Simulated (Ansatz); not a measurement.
# B5Pt: what a guessed cell relaxes into

The task: take a trial cell of B5Pt to zero force and stress.

Program: Ansatz 0.2.0. Level of theory: DFT PBE, scalar-relativistic, plane waves, PAW. These are calculated values, not measurements.

## Step 1: Starting point

Symmetry: F-43m, No. 216, cubic system. Conventional cell: a = 5.925 Å, b = 5.925 Å, c = 5.925 Å, α = 90.00°, β = 90.00°, γ = 90.00°. Around B (site symmetry 3m) lie 9 B at 2.09 to 2.46 Å and 3 Pt at 2.46 Å. B (site symmetry -43m) is surrounded by 12 B at 2.46 Å and 4 Pt at 2.57 Å. Around Pt (site symmetry -43m) lie 16 B at 2.46 to 2.57 Å.

Coordinates:

```cif
data_structure
_symmetry_space_group_name_H-M 'P 1'
_symmetry_Int_Tables_number 1
_cell_length_a 4.1896
_cell_length_b 4.1896
_cell_length_c 4.1896
_cell_angle_alpha 60.000
_cell_angle_beta 60.000
_cell_angle_gamma 60.000
_cell_volume 52.00
loop_
_atom_site_label
_atom_site_type_symbol
_atom_site_fract_x
_atom_site_fract_y
_atom_site_fract_z
_atom_site_occupancy
B1 B 0.37522 0.87435 0.37522 1
B2 B 0.37522 0.37522 0.37522 1
B3 B 0.75000 0.75000 0.75000 1
B4 B 0.87435 0.37522 0.37522 1
B5 B 0.37522 0.37522 0.87435 1
Pt1 Pt 0.00000 0.00000 0.00000 1
```

The cell is invented: species swapped into a database cell of CaAu5 (F-43m, No. 216), with Pt on the Ca sites and B on the Au sites. The dimensions are guesses.

## Step 2: A first look at the guess

The input, input.yaml:

```yaml
crystal:
  lattice:
    - [0.0, 2.96248925, 2.96248925]
    - [2.96248925, 0.0, 2.96248925]
    - [2.96248925, 2.96248925, 0.0]
  atoms:
    - { symbol: B, position: [0.37521831, 0.87434506, 0.37521831] }
    - { symbol: B, position: [0.37521831, 0.37521831, 0.37521831] }
    - { symbol: B, position: [0.75, 0.75, 0.75] }
    - { symbol: B, position: [0.87434506, 0.37521831, 0.37521831] }
    - { symbol: B, position: [0.37521831, 0.37521831, 0.87434506] }
    - { symbol: Pt, position: [0.0, 0.0, 0.0] }
basis:
  ecutwfc: 420
kpoints:
  mp_grid: { grid: [6, 6, 6] }
hamiltonian:
  xc: pbe
scf:
  occupations: { method: gaussian, width: 0.1 }
  lower_state_search: "off"
output:
  forces: true
  stress: true
  eigenvalues: true
```

The run is started by

```sh
$ ansatz run input.yaml --threads 1 --pin off --max-ram 2560MiB --backend cpu --events-out ev --progress --plain --runs-dir out
```

The session goes on with these runs: rough relaxation on the coarse mesh; full relaxation.

**Question.** What will these runs give? Wanted: conventional cell; volume; energy over the elements; gap on the mesh.

The runs gave:

| quantity | value |
| --- | --- |
| symmetry at the end (tolerance 0.05 Å) | space group F-43m (No. 216) |
| conventional cell | a = 5.832 Å, b = 5.832 Å, c = 5.832 Å, α = 90.00°, β = 90.00°, γ = 90.00° |
| volume | 8.26 Å³/atom |
| energy over the elements | +1.47 eV/atom |
| gap on the mesh | none (metal) |

What this shows: The space group F-43m (No. 216) is kept, and the volume per atom shrinks by 4.7 % from the first guess. The formation energy is positive, so the separate elements lie lower. No finished test with a distortion of lower symmetry is shown, so the end may be a saddle point. The runs treat Pt without spin-orbit coupling.
